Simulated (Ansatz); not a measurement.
The system is Fe3Ge.

```xyz
4
Lattice="0.0000 2.8756 2.8756 2.8756 0.0000 2.8756 2.8756 2.8756 0.0000" Properties=species:S:1:pos:R:3 pbc="T T T"
Ge    0.0000    0.0000    0.0000
Fe    4.3134    4.3134    4.3134
Fe    1.4378    1.4378    1.4378
Fe    2.8756    2.8756    2.8756
```

The cell comes from a database or a generator and needn't be the stable form of this composition.

```yaml
Program: Ansatz 0.2.0
Task: single point
Functional: PBEsol
Potentials_or_basis: all-electron LAPW, scalar-relativistic
Cutoff: 305 eV (chosen from the basis error)
Basis_error_allowed: 0.001 eV/atom
k_mesh: 8 × 8 × 8
Occupations: fermi-dirac, width 0.05 eV
Spin: collinear spin, ferromagnetic start
Starting_moments: "[0.0, 3.0, 3.0, 3.0] μB"
```

On this cell: pressure -10.9 GPa; largest force zero by symmetry; net moment 5.66 μB per cell; site moments Ge -0.07; Fe +1.63, +2.58 μB; band gap on the k mesh none (metal or under the smearing width).

The same run follows on a disturbed copy (atoms moved at random, drawn with an rms of 0.05 Å):

```
Ge Fe
1.0
     0.00000    2.87559    2.87559
     2.87559    0.00000    2.87559
     2.87559    2.87559    0.00000
Ge Fe
1 3
Cartesian
  0.0309 0.0077 0.0279
  4.3077 4.3073 4.3302
  1.4667 1.4254 1.4467
  2.8857 2.8567 2.9010
```

Task: What changes?

Result: The energy (extrapolated to zero smearing) moves by +1.8 meV/atom; pressure -10.9 GPa; largest force 0.249 eV/Å; net moment 5.66 μB per cell; site moments Ge -0.07; Fe +1.63, +2.58 μB; band gap on the k mesh none (metal or under the smearing width).

Forces on the atoms (eV/Å):
```
Ge  -0.168 -0.149 -0.107
Fe   0.216  0.005  0.045
Fe  -0.077  0.068  0.124
Fe   0.030  0.076 -0.062
```

Stress tensor (GPa, compression positive):
```
-10.85   0.02   0.01
  0.02 -10.84   0.07
  0.01   0.07 -10.86
```
